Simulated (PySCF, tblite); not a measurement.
**C2H9FN2Si2: geometry, infrared bands and NMR shifts**

What infrared bands and NMR shifts should C2H9FN2Si2 (`N[Si@@]1(F)CCN[SiH2]1`) show?

Programs: tblite 0.8.0 and PySCF 2.14.0, with density-fitted response routines of our own. Each step states its level of theory. These are calculated values for one molecule in the gas phase, unless marked as measured. Atoms count from 0, in the outputs and in this text.

### 1 The starting structure

16 atoms, charge 0, multiplicity 1; geometry from: force field or distance geometry start.

Bonds of the start (Å): N0–Si1 1.78, Si1–F2 1.66, Si1–C3 1.88, C3–C4 1.51, C4–N5 1.43, N5–Si6 1.81, Si6–Si1 2.26, N0–H7 1.05, N0–H8 1.03, C3–H9 1.10, C3–H10 1.12, C4–H11 1.10, C4–H12 1.12, N5–H13 1.05, Si6–H14 1.46, Si6–H15 1.43.

### 2 Relaxing the molecule with GFN2-xTB

The job: settings as JSON, then the geometry in Å.

```
{"job": {"kind": "relax", "xc": "GFN2-xTB", "basis": "xTB"}, "charge": 0, "multiplicity": 1}
N      2.488500    -0.760400     0.242200
Si     0.931800    -0.346700    -0.506700
F      0.946300    -0.381400    -2.168200
C     -0.516300    -1.306000     0.215600
C     -1.631700    -0.359700    -0.164800
N     -1.537700     0.829400     0.629100
Si     0.068000     1.587200     0.267900
H      3.238300    -0.570100    -0.468700
H      2.741800    -0.207000     1.078700
H     -0.622600    -2.311000    -0.213400
H     -0.464500    -1.328800     1.338500
H     -2.612000    -0.858700    -0.136100
H     -1.438300    -0.105800    -1.234400
H     -2.247400     1.523800     0.295300
H      0.645100     1.993100     1.543300
H      0.003100     2.611000    -0.729700
```

On the command line:

```bash
OMP_NUM_THREADS=1 python probes_run.py task.json out
```

This one command runs all jobs of the session in turn.

**Question.** This job is followed by: GFN2-xTB harmonic vibrations, gas phase; GIAO PBE0/pcSseg-1 NMR shielding, non-relativistic, gas phase. Predict these results of the whole session: strongest single infrared mode (GFN2-xTB); zero-point energy (GFN2-xTB); 13C shifts against TMS (PBE0/pcSseg-1); 1H shifts against TMS (PBE0/pcSseg-1, means over atoms taken as alike); 15N shifts against NH3 (PBE0/pcSseg-1); 29Si shifts against TMS (PBE0/pcSseg-1); 19F shifts against CFCl3 (PBE0/pcSseg-1); surface potential, 1st and 99th percentile.

The runs gave:

| quantity | value |
| --- | --- |
| strongest single infrared mode (GFN2-xTB) | 2123 cm⁻¹, 440 km/mol |
| zero-point energy (GFN2-xTB) | 73.0 kcal/mol |
| 13C shifts against TMS (PBE0/pcSseg-1) | 43.5, 24.1 ppm |
| 1H shifts against TMS (PBE0/pcSseg-1, means over atoms taken as alike) | 4.51, 4.39, 3.41, 3.19, 1.06, 0.74, 0.50, 0.35 ppm |
| 15N shifts against NH3 (PBE0/pcSseg-1) | 30.5, 21.6 ppm |
| 29Si shifts against TMS (PBE0/pcSseg-1) | 43.2, -80.8 ppm |
| 19F shifts against CFCl3 (PBE0/pcSseg-1) | -190.1 ppm |
| surface potential, 1st and 99th percentile | -1.27 V and 1.60 V |

Relaxing lowered the energy by 0.990 eV in 85 steps; the close pair that moved most is N5–Si6, from 1.812 to 1.724 Å. All 42 modes are real, so the xTB geometry is a minimum. The strongest single mode, at 2123 cm⁻¹, moves mainly H15. Unscaled tight-binding wavenumbers are off by several per cent, some by more. Its intensities can rank the bands wrongly. C4 (sp3 CH2 bonded to N) lies farthest downfield among carbon, at 43.5 ppm; deshielded by the electronegative neighbour. At PBE0/pcSseg-1: Shielding is most anisotropic at Si6 (span 127 ppm, paramagnetic term -451 ppm).
